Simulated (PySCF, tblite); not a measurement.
# C4H7FOSi3: geometry, infrared bands and NMR shifts

Wanted: the infrared bands and NMR shifts of C4H7FOSi3 (`C#C[Si@@]1(F)C=C(O[SiH3])[SiH2]1`), by calculation.

Programs: tblite 0.8.0 and PySCF 2.14.0, with density-fitted response routines of our own. Each step states its level of theory. These are calculated values for one molecule in the gas phase, unless marked as measured. Atoms are numbered from 0 throughout.

## 1. The starting structure

16 atoms, charge 0, multiplicity 1; geometry from: force field or distance geometry start.

Bonds of the start (Å): C0–C1 1.22, C1–Si2 1.82, Si2–F3 1.71, Si2–C4 1.80, C4–C5 1.25, C5–O6 1.45, O6–Si7 1.73, C5–Si8 1.79, Si8–Si2 2.14, C0–H9 1.06, C4–H10 1.15, Si7–H11 1.46, Si7–H12 1.48, Si7–H13 1.46, Si8–H14 1.48, Si8–H15 1.49.

## 2. Geometry optimisation with GFN2-xTB

The job: settings as JSON, then the geometry in Å.

```
{"job": {"kind": "relax", "xc": "GFN2-xTB", "basis": "xTB"}, "charge": 0, "multiplicity": 1}
C      3.945000    -1.430900     0.020600
C      3.002200    -0.708200    -0.261900
Si     1.587800     0.374100    -0.643600
F      1.824300     1.238100    -2.098800
C     -0.031600    -0.399200    -0.486900
C     -0.593100     0.193800     0.464100
O     -1.913500    -0.026900     1.026200
Si    -3.233600    -0.239000    -0.074300
Si     0.640300     1.382700     0.987200
H      4.747800    -2.068600     0.275600
H     -0.448200    -1.248600    -1.142200
H     -3.752500     1.043500    -0.538200
H     -2.798900    -0.989300    -1.275900
H     -4.290600    -1.027800     0.549800
H      1.108400     1.121500     2.366000
H      0.198500     2.793600     0.820800
```

Started as:

```
$ OMP_NUM_THREADS=1 python probes_run.py task.json out
```

This one command runs all jobs of the session in turn.

**Question.** This job is followed by: GFN2-xTB harmonic vibrations, gas phase; GIAO PBE0/pcSseg-1 NMR shielding, non-relativistic, gas phase. Predict these results of the whole session: strongest single infrared mode (GFN2-xTB); zero-point energy (GFN2-xTB); ¹³C shifts against TMS (PBE0/pcSseg-1); ¹H shifts against TMS (PBE0/pcSseg-1, means over atoms taken as alike); ²⁹Si shifts against TMS (PBE0/pcSseg-1); ¹⁹F shifts against CFCl3 (PBE0/pcSseg-1); ¹⁷O shifts against H2O (PBE0/pcSseg-1).

The runs gave:

| quantity | value |
| --- | --- |
| strongest single infrared mode (GFN2-xTB) | 802 cm⁻¹, 577 km/mol |
| zero-point energy (GFN2-xTB) | 55.0 kcal/mol |
| ¹³C shifts against TMS (PBE0/pcSseg-1) | 189.2, 142.6, 104.9, 87.5 ppm |
| ¹H shifts against TMS (PBE0/pcSseg-1, means over atoms taken as alike) | 6.02, 4.98, 4.89, 4.84, 2.25 ppm |
| ²⁹Si shifts against TMS (PBE0/pcSseg-1) | -17.7, -40.6, -43.7 ppm |
| ¹⁹F shifts against CFCl3 (PBE0/pcSseg-1) | -182.6 ppm |
| ¹⁷O shifts against H2O (PBE0/pcSseg-1) | 144.0 ppm |

What this shows: The optimisation took 134 steps and gained 1.605 eV; among the close pairs (by a distance rule), Si2–Si8 changed most, from 2.139 to 2.327 Å. No mode is imaginary among the 42: a minimum at this level. The strongest single mode, at 802 cm⁻¹, has its largest shares on H13, H12 and H11 (the list is cut at 3 atoms). Unscaled tight-binding wavenumbers are off by several per cent, some by more. Its intensities can rank the bands wrongly. The most deshielded carbon is C5 (alkene carbon bearing oxygen), at 189.2 ppm: an sp2 carbon further deshielded by the attached heteroatom. The most deshielded hydrogen is H10 (hydrogen on a β carbon of an enol-ether or enamine type C=C), at 6.02 ppm: a vinylic proton, deshielded by the sp2 carbon and the C=C anisotropy. At PBE0/pcSseg-1: The widest tensor belongs to C1: span 294 ppm, with a paramagnetic part of -159 ppm.
